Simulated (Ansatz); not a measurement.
**CH₈GeO₂Si: relaxing the structure**

Aim: relax CH₈GeO₂Si from a cheap starting geometry.

The runs use Ansatz 0.2.0, Gaussian basis; RKS PBE0-D4/def2-TZVP.

Plan: relaxation at PBE0-D4/def2-TZVP.

1 further run of the same task is left out (set aside as unsound or not needed).

### 1 The starting structure

SMILES `C[SiH](O)[GeH2][OH]`, 13 atoms, charge 0, spin multiplicity 1.

Atoms are counted from 1 here; the program's logs count them from 0.

Bond lengths: C1–Si2 1.901 Å, C1–H6 1.086 Å, C1–H7 1.087 Å, C1–H8 1.087 Å, Si2–O3 1.626 Å, Si2–Ge4 2.342 Å, Si2–H9 1.477 Å, O3–H10 0.954 Å, Ge4–O5 1.762 Å, Ge4–H11 1.527 Å, Ge4–H12 1.510 Å, O5–H13 0.954 Å. Angles: Si2–C1–H6 110.9°, Si2–C1–H7 112.1°, Si2–C1–H8 111.0°, H6–C1–H7 107.5°, H6–C1–H8 107.4°, H7–C1–H8 107.7°, C1–Si2–O3 112.1°, C1–Si2–Ge4 112.9°, C1–Si2–H9 107.4°, O3–Si2–Ge4 101.8°, O3–Si2–H9 109.8°, Ge4–Si2–H9 112.8°, Si2–O3–H10 121.6°, Si2–Ge4–O5 110.3°, Si2–Ge4–H11 116.5°, Si2–Ge4–H12 119.7°, O5–Ge4–H11 105.4°, O5–Ge4–H12 98.2° and more.

As a file:

```xyz
13
CH8GeO2Si
C    -0.07399    1.86679    0.22177
Si    0.57891    0.24610   -0.52786
O     2.15895    0.02008   -0.21762
Ge   -0.37650   -1.65805    0.44395
O    -2.11932   -1.66637    0.18665
H    -1.15090    1.94028    0.10577
H     0.36609    2.74195   -0.24896
H     0.14278    1.91945    1.28608
H     0.36076    0.31518   -1.98655
H     2.80944    0.68681   -0.42448
H     0.11501   -3.00788   -0.07389
H    -0.37894   -1.80898    1.94662
H    -2.43230   -1.59536   -0.71149
```

The start is a GFN2-xTB geometry.

### 2 Optimising with PBE0-D4/def2-TZVP

Input file in.yaml:

```yaml
crystal:
  periodic: [false, false, false]
  atoms:
    - {symbol: C, position_ang: [-0.073990, 1.866790, 0.221770]}
    - {symbol: Si, position_ang: [0.578910, 0.246100, -0.527860]}
    - {symbol: O, position_ang: [2.158950, 0.020080, -0.217620]}
    - {symbol: Ge, position_ang: [-0.376500, -1.658050, 0.443950]}
    - {symbol: O, position_ang: [-2.119320, -1.666370, 0.186650]}
    - {symbol: H, position_ang: [-1.150900, 1.940280, 0.105770]}
    - {symbol: H, position_ang: [0.366090, 2.741950, -0.248960]}
    - {symbol: H, position_ang: [0.142780, 1.919450, 1.286080]}
    - {symbol: H, position_ang: [0.360760, 0.315180, -1.986550]}
    - {symbol: H, position_ang: [2.809440, 0.686810, -0.424480]}
    - {symbol: H, position_ang: [0.115010, -3.007880, -0.073890]}
    - {symbol: H, position_ang: [-0.378940, -1.808980, 1.946620]}
    - {symbol: H, position_ang: [-2.432300, -1.595360, -0.711490]}
basis:
  gaussian: {orbitals: def2-TZVP}
hamiltonian: {xc: pbe0, dispersion: d4}
relax: {f_tol: 0.005, max_steps: 150}
```

The run is started by

```bash
$ ansatz run in.yaml --threads 2 --pin off --events-out ev --progress --plain --max-ram 32768MiB --backend cuda --devices 0, --max-vram 18GiB
```

Before running them: what should the planned runs give, taken together? Wanted: point group; shift from the start; total energy; dispersion term; dipole moment.

The runs gave:

| quantity | value |
| --- | --- |
| point group | C1 |
| steps | 10 |
| shift from the start (rms) | 0.103 Å |
| total energy | -69646.0455 eV |
| dispersion term | -238 meV |
| dipole moment | 2.69 D |

The atoms moved 0.10 Å (rms) from the start; the bond that changed most is Si2–Ge4, from 2.342 to 2.389 Å. No vibrations were run, so it is not proven to be a minimum. The largest Mulliken charge, -0.58 e, sits on O5.
